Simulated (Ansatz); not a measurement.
**C2H5NOSn: up Jacob's ladder to CCSD(T)**

Aim: compute C2H5NOSn with functionals from several rungs and with coupled cluster, and see how far each lands from CCSD(T) at the basis-set limit for the atomisation energy.

Program: Ansatz 0.2.0, Gaussian basis. Level of theory: functionals in def2-TZVPP, the program's frozen cores in correlated methods. These are calculated values, not measurements.

Levels to be run: LDA (SPW92), PBE-D4, revPBE-D4, BLYP-D4, r2SCAN-D4, B97M-V, PBE0-D4, B3LYP-D4, r2SCANh-D4, r2SCAN0-D4, HSE06-D4, BHLYP-D4, CAM-B3LYP-D4, LC-ωPBE, ωB97X-V, ωB97M-V, B2PLYP, PBE-QIDH; CCSD(T)/def2-SVP; CCSD(T)/def2-TZVPP; MP2/def2-QZVPP; extrapolation to the limit; RPA on PBE.

### 1 The geometry

An earlier PBE0-D4 in a triple-zeta def2 set relaxation fixed the geometry. Sn takes the def2 core potential; no spin-orbit term is included.

SMILES `[CH3][SnH2][N]=C=O`, 10 atoms, charge 0, spin multiplicity 1.

Atoms are counted from 1 here; the program's logs count them from 0.

Bond lengths: C1–Sn2 2.123 Å, C1–H6 1.090 Å, C1–H7 1.090 Å, C1–H8 1.090 Å, Sn2–N3 2.031 Å, Sn2–H9 1.704 Å, Sn2–H10 1.707 Å, N3–C4 1.199 Å, C4–O5 1.170 Å. Angles: Sn2–C1–H6 109.4°, Sn2–C1–H7 109.2°, Sn2–C1–H8 110.5°, H6–C1–H7 109.2°, H6–C1–H8 109.3°, H7–C1–H8 109.3°, C1–Sn2–N3 104.1°, C1–Sn2–H9 113.8°, C1–Sn2–H10 114.2°, N3–Sn2–H9 105.1°, N3–Sn2–H10 106.4°, H9–Sn2–H10 112.2°, Sn2–N3–C4 140.8°, N3–C4–O5 176.7°.

### 2 LDA

This LDA is Slater exchange with PW92 correlation.

File in.yaml:

```yaml
crystal:
  periodic: [false, false, false]
  atoms:
    - {symbol: C, position_ang: [-1.755617, -0.204029, 0.431671]}
    - {symbol: Sn, position_ang: [0.046314, -0.529971, -0.642205]}
    - {symbol: N, position_ang: [1.470301, 0.362623, 0.497635]}
    - {symbol: C, position_ang: [2.465600, 1.022346, 0.391540]}
    - {symbol: O, position_ang: [3.440153, 1.668352, 0.355920]}
    - {symbol: H, position_ang: [-1.942937, 0.866635, 0.507385]}
    - {symbol: H, position_ang: [-1.656348, -0.622765, 1.432740]}
    - {symbol: H, position_ang: [-2.593755, -0.681094, -0.076608]}
    - {symbol: H, position_ang: [0.509509, -2.167966, -0.728140]}
    - {symbol: H, position_ang: [0.099780, 0.234668, -2.166940]}
basis:
  gaussian: {orbitals: def2-TZVPP}
hamiltonian: {xc: lda}
output: {orbitals: {seedname: orbitals}}
```

Run with:

```sh
$ ansatz run in.yaml --threads 2 --pin off --events-out ev --progress --plain --max-ram 22528MiB --backend cpu
```

Further steps of the session: PBE-D4 (GGA); revPBE-D4 (GGA); BLYP-D4 (GGA); r2SCAN-D4 (meta-GGA); B97M-V (meta-GGA); B3LYP-D4 (hybrid); r2SCANh-D4 (hybrid); r2SCAN0-D4 (hybrid); HSE06-D4 (hybrid); BHLYP-D4 (hybrid); CAM-B3LYP-D4 (range-separated); LC-ωPBE (range-separated); ωB97X-V (range-separated); ωB97M-V (range-separated); B2PLYP (double hybrid); PBE-QIDH (double hybrid); CCSD(T) in def2-SVP; CCSD(T) in def2-TZVPP; MP2 in def2-QZVPP; RPA on PBE orbitals.

Before running them: what should the planned runs give, taken together? Wanted: atomisation energy, CCSD(T)/CBS; farthest beyond LDA; mean size of error, GGA; mean size of error, meta-GGA; mean size of error, hybrid; mean size of error, range-separated; mean size of error, double hybrid; gap, smallest and largest; T1 diagnostic.

**Answer**, as computed:

```
                               quantity                                                                                                                            value
        atomisation energy, CCSD(T)/CBS                                                                                                                    3756.7 kJ/mol
 functionals within 37.6 kJ/mol (1.0 %)  revPBE-D4, BLYP-D4, r2SCAN-D4, B97M-V, PBE0-D4, B3LYP-D4, r2SCANh-D4, HSE06-D4, CAM-B3LYP-D4, LC-ωPBE, ωB97X-V, ωB97M-V, B2PLYP
                    farthest beyond LDA                                                                                                         BHLYP-D4 (-157.2 kJ/mol)
                mean size of error, GGA                                                                                                                      47.5 kJ/mol
           mean size of error, meta-GGA                                                                                                                      19.3 kJ/mol
             mean size of error, hybrid                                                                                                                      47.8 kJ/mol
    mean size of error, range-separated                                                                                                                      10.4 kJ/mol
      mean size of error, double hybrid                                                                                                                      38.4 kJ/mol
              gap, smallest and largest                                                                                            5.45 eV (BLYP-D4), 12.26 eV (LC-ωPBE)
                          T1 diagnostic                                                                                                                           0.0146
triples share of the correlation energy                                                                                                                            4.0 %
```

The LDA atomisation energy is off by 609.8 kJ/mol (16 %): it overbinds. PBE-D4 misses by +114.2 kJ/mol. Double hybrids carry the basis error of their MP2 part in triple zeta, and no dispersion term here, so their miss is partly the set-up's. The rungs range-separated, meta-GGA miss on average by less than the doubt on the reference (37.6 kJ/mol), so they tie. Misses under about 37.6 kJ/mol are within the doubt on the reference itself, which lacks core-valence correlation, spin-orbit coupling and higher excitations, and its outer-core shells are covered unevenly. All levels share the lack of spin-orbit coupling, which lowers the free heavy atoms and so the true binding. Hartree-Fock recovers 68 % of the binding; the rest is correlation. CCSD(T) in def2-SVP is off by -238.4 kJ/mol, more than most functionals: a good method in a small basis is no reference. The gap grows from 5.5 to 12.3 eV across the functionals, mostly with the share of exact exchange. Correlated methods include outer-core shells of Sn, which these sets cover unevenly.
